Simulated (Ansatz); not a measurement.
**The copper atom: how energies converge with the basis set**

The task here is to estimate one member of a computed series from the others.

Method: one geometry, several basis sets; program: Ansatz 0.2.0, Gaussian basis.

Plan: PBE0/def2-SVP; ωB97M-V/def2-SVP; PBE0/def2-QZVPP; ωB97M-V/def2-QZVPP; the functionals' def2-TZVPP values are taken from earlier runs.

### The atom

1 atom, charge 0, spin multiplicity 2.

Set-up of the first run:

in.yaml reads:

```yaml
crystal:
  periodic: [false, false, false]
  atoms:
    - {symbol: Cu, position_ang: [0.000000, 0.000000, 0.000000]}
basis:
  gaussian: {orbitals: def2-SVP}
magnetization: {spin_polarized: true, initial_magnetization: 1}
hamiltonian: {xc: pbe0}
output: {orbitals: {seedname: orbitals}}
```

Among the steps run: PBE0 in def2-SVP; ωB97M-V in def2-SVP; PBE0 in def2-QZVPP; ωB97M-V in def2-QZVPP.

One of the session's tables, all rows but one given; the rest of the session is left out.

It belongs to the step «Functionals by basis». 

```
functional       basis  HOMO (eV)  LUMO (eV)
      PBE0    def2-SVP      -4.87      -1.99
      PBE0  def2-TZVPP      -5.39      -2.67
      PBE0  def2-QZVPP          ?          ?
   ωB97M-V    def2-SVP      -6.57       0.09
   ωB97M-V  def2-TZVPP      -7.19      -1.33
   ωB97M-V  def2-QZVPP      -7.16      -1.39
```

**Question.** Estimate the row for PBE0, def2-QZVPP.

The run gave: HOMO (eV): -5.37; LUMO (eV): -2.67. In the column «HOMO (eV)» it lies between PBE0, def2-TZVPP (-5.39) and PBE0, def2-SVP (-4.87).
